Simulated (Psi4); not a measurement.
# doublet [InHCl2]− at 5 levels

Wanted: a comparison of 5 runs (U-wB97M-V/def2-SVPD, U-wB97X/def2-SVPD, UB2PLYP/def2-SVPD, UCAM-B3LYP/def2-SVPD, UM06-2X/def2-SVPD) of doublet [InHCl2]−. 

The calculation is run with Psi4 1.11.

### Step 1. The molecule

The species is [InHCl2]− (4 atoms), meant as a doublet with charge -1. SMILES of the parent species: `[H][In]([Cl])[Cl]`. The shape comes from GFN2-xTB, which is rough for such elements, and wasn't checked as a minimum. That shape belongs to the parent species and isn't relaxed for this state.

Bond lengths: In1–Cl2 2.286 Å, In1–Cl3 2.286 Å, In1–H4 1.709 Å. Angles: Cl2–In1–Cl3 113.5°, Cl2–In1–H4 123.2°, Cl3–In1–H4 123.2°.

### Step 2. A single-point energy at U-wB97M-V/def2-SVPD (core potential) (run 1)

run_ase.py reads:

```python
import numpy as np
from ase.calculators.psi4 import Psi4
from ase import Atoms

atoms = Atoms(['In', 'Cl', 'Cl', 'H'], positions=[
    [-0.101990, -0.171200, 0.000100],
    [2.182270, -0.073550, 0.013530],
    [-1.103820, 1.883910, -0.015020],
    [-0.976460, -1.639160, 0.001390],
])
calc = Psi4(atoms=atoms, method='wb97m-v', basis='def2-SVPD', memory='1600MB', num_threads=1, charge=-1, multiplicity=2, label='cl2hin', reference='uks')
calc.psi4.set_options({'puream': True, 'e_convergence': 1e-09, 'd_convergence': 1e-08, 'scf_type': 'pk', 'dft_radial_points': 99, 'dft_spherical_points': 590, 'maxiter': 200})
atoms.calc = calc

print(f'energy: {atoms.get_potential_energy():.6f} eV')
```

Launch:

```bash
python run_ase.py
```

cl2hin.dat:

```text
[...]
    !!!  WARNING: ECP capability is in beta. Please check occupations closely.  !!!
[...]
  Running in c1 symmetry.
[...]
  Nuclear repulsion =  216.843821137578743
[...]
  Multiplicity = 2
[...]
  Nalpha       = 29
  Nbeta        = 28
[...]
    Number of basis functions: 94
[...]
   @UKS iter   1: -1110.67422968202345   -9.36242e-01   5.57137e-03 ADIIS/DIIS
[...]
   @UKS iter  18: -1110.85289671447390   -1.34150e-11   7.84532e-09 DIIS
[...]
   @S^2 Observed:                7.535673629E-01
[...]
  @UKS Final Energy: -1110.85289671447390
   => Energetics <=
    Nuclear Repulsion Energy =            216.8438211375787432
    One-Electron Energy =               -2049.2140173822317593
    Two-Electron Energy =                 776.8648258340951998
    DFT Exchange-Correlation Energy =     -55.5736425884147422
    Empirical Dispersion Energy =           0.0000000000000000
    VV10 Nonlocal Energy =                  0.2261162844987666
    Total Energy =                      -1110.8528967144736725
[...]
 Multipole Moments:
 ------------------------------------------------------------------------------------
     Multipole            Electronic (a.u.)      Nuclear  (a.u.)        Total (a.u.)
 ------------------------------------------------------------------------------------
 L = 1.  Multiply by 2.5417464519 to convert [e a0] to [Debye]
 Dipole X            :        -14.8944184           14.5125372           -0.3818812
 Dipole Y            :        -25.0023682           24.3615383           -0.6408299
 Dipole Z            :          0.0187318           -0.0189437           -0.0002118
 Magnitude           :                                                    0.7459868
[...]
```

The script printed:

```text
energy: -30227.846989 eV
```

Wall time 2.2 min (1 thread of Intel Xeon Platinum 8175M at 2.50GHz (Skylake/Cascade Lake), shared host); peak memory 0.88 GiB.

### Step 3. Energy and gradient at U-wB97X/def2-SVPD (core potential) (run 2)

calc.in reads:

```
memory 1600 mb

molecule system {
  -1 2
  In    -0.19273317    -0.32352111     0.00018897
  Cl     4.12389263    -0.13898936     0.02556799
  Cl    -2.08591749     3.56007394    -0.02838369
  H     -1.84524197    -3.09756347     0.00262672
  units au
  symmetry c1
}

set {
  basis                def2-SVPD
  reference            uks
  puream               true
  e_convergence        1e-09
  d_convergence        1e-08
  scf_type             pk
  dft_radial_points    99
  dft_spherical_points 590
  maxiter              200
}

e, wfn = gradient('wb97x', return_wfn=True)
print_variables()
```

Launch:

```bash
psi4 -n 1 calc.in calc.out
```

calc.out:

```text
[...]
    !!!  WARNING: ECP capability is in beta. Please check occupations closely.  !!!
[...]
  Running in c1 symmetry.
[...]
  Nuclear repulsion =  216.843821337178554
[...]
  Multiplicity = 2
[...]
  Nalpha       = 29
  Nbeta        = 28
[...]
    Number of basis functions: 94
[...]
   @UKS iter   1: -1110.80880845481352   -9.73304e-01   5.57794e-03 DIIS/ADIIS
[...]
   @UKS iter  19: -1110.97933664247103    7.95808e-12   8.36671e-09 DIIS
[...]
   @S^2 Observed:                7.548890812E-01
[...]
  @UKS Final Energy: -1110.97933664247103
   => Energetics <=
    Nuclear Repulsion Energy =            216.8438213371785537
    One-Electron Energy =               -2049.6166056211286559
    Two-Electron Energy =                 776.7969391941921913
    DFT Exchange-Correlation Energy =     -55.0034915527130579
    Empirical Dispersion Energy =           0.0000000000000000
    VV10 Nonlocal Energy =                  0.0000000000000000
    Total Energy =                      -1110.9793366424710257
[...]
  -Total Gradient:
     Atom            X                  Y                   Z
    ------   -----------------  -----------------  -----------------
       1        0.017233967655     0.028951020149    -0.000122318520
       2       -0.069840570288     0.000420312355    -0.000395655192
       3        0.033631605365    -0.061223487959     0.000503358015
       4        0.019023116253     0.031932304935     0.000015875564
[...]
```

It took 46 s on 1 thread of Intel Xeon Platinum 8175M at 2.50GHz (Skylake/Cascade Lake), shared host; peak memory 0.93 GiB.

Runs 3 to 4 aren't shown in full; the table further down has their settings and results.

### Step 4. The energy at UM06-2X/def2-SVPD (core potential) (run 5)

cl2hin.in reads:

```
memory 1600 MB

molecule geom {
  -1 2
  In
  Cl 1 2.286386
  Cl 1 2.286344 2 113.54202
  H 1 1.708685 3 123.22865 2 179.99449
  symmetry c1
  no_reorient
  no_com
}

set {
  reference uks
  puream true
  e_convergence 1e-09
  d_convergence 1e-08
  scf_type pk
  dft_radial_points 99
  dft_spherical_points 590
  maxiter 200
}

energy_value, wavefunction = energy('m06-2x/def2-SVPD', return_wfn=True)
oeprop(wavefunction, 'MAYER_INDICES', 'MULLIKEN_CHARGES', 'DIPOLE', title='M06-2X')
print_variables()
```

Launch:

```bash
psi4 -i cl2hin.in -o cl2hin.out -n 1
```

cl2hin.out:

```text
[...]
    !!!  WARNING: ECP capability is in beta. Please check occupations closely.  !!!
[...]
  Running in c1 symmetry.
[...]
  Nuclear repulsion =  216.843812325943532
[...]
  Multiplicity = 2
[...]
  Nalpha       = 29
  Nbeta        = 28
[...]
    Number of basis functions: 94
[...]
   @UKS iter   1: -1110.65322313138427   -7.91516e-01   5.78670e-03 ADIIS/DIIS
[...]
   @UKS iter  19: -1110.85185267339511   -2.72848e-12   4.27604e-09 DIIS
[...]
   @S^2 Observed:                7.539288325E-01
[...]
  @UKS Final Energy: -1110.85185267339511
   => Energetics <=
    Nuclear Repulsion Energy =            216.8438123259435315
    One-Electron Energy =               -2049.0627620353316161
    Two-Electron Energy =                 756.5477306148944763
    DFT Exchange-Correlation Energy =     -35.1806335789015137
    Empirical Dispersion Energy =           0.0000000000000000
    VV10 Nonlocal Energy =                  0.0000000000000000
    Total Energy =                      -1110.8518526733951148
[...]
 Multipole Moments:
 ------------------------------------------------------------------------------------
     Multipole            Electronic (a.u.)      Nuclear  (a.u.)        Total (a.u.)
 ------------------------------------------------------------------------------------
 L = 1.  Multiply by 2.5417464519 to convert [e a0] to [Debye]
 Dipole X            :          0.0009563           -0.0001809            0.0007754
 Dipole Y            :        -24.3199193           23.7197334           -0.6001858
 Dipole Z            :        -15.9327185           15.5394021           -0.3933164
 Magnitude           :                                                    0.7175803
[...]
```

Wall time 62 s (1 thread of Intel Xeon Platinum 8175M at 2.50GHz (Skylake/Cascade Lake), shared host); peak memory 0.78 GiB.

### Step 5. The series

```csv
run,level,task,frozen core orbitals,energy (Eh),HOMO energy (eV),LUMO energy (eV),⟨S²⟩,wall time
1,U-wB97M-V/def2-SVPD (core potential),energy,0,-1110.852897,-0.04,3.77,0.754,2.2 min
2,U-wB97X/def2-SVPD (core potential),gradient,0,-1110.979337,-0.02,4.41,0.755,46 s
3,"UB2PLYP/def2-SVPD (core potential, density fitting for correlation)",energy,14,-1110.386002,0.99,3.35,0.756,25 s
4,UCAM-B3LYP/def2-SVPD (core potential),energy,0,-1110.954135,0.52,3.46,0.755,36 s
5,UM06-2X/def2-SVPD (core potential),energy,0,-1110.851853,0.93,1.88,0.754,62 s
```

### Step 6. Outcome

| quantity | value |
| --- | --- |
| run 5: total energy | -1110.85185 Eh |
| run 5: HOMO energy (highest over α and β) | 0.93 eV |
| run 5: LUMO energy (lowest over α and β) | 1.88 eV |
| run 5: ⟨S²⟩ | 0.754 |

In words: Totals of different functionals can't be ranked against each other. In runs 3, 4, 5 the HOMO lies above zero, so the outermost electron may be held by the basis alone. All runs together took 5 min, the longest 2.2 min.
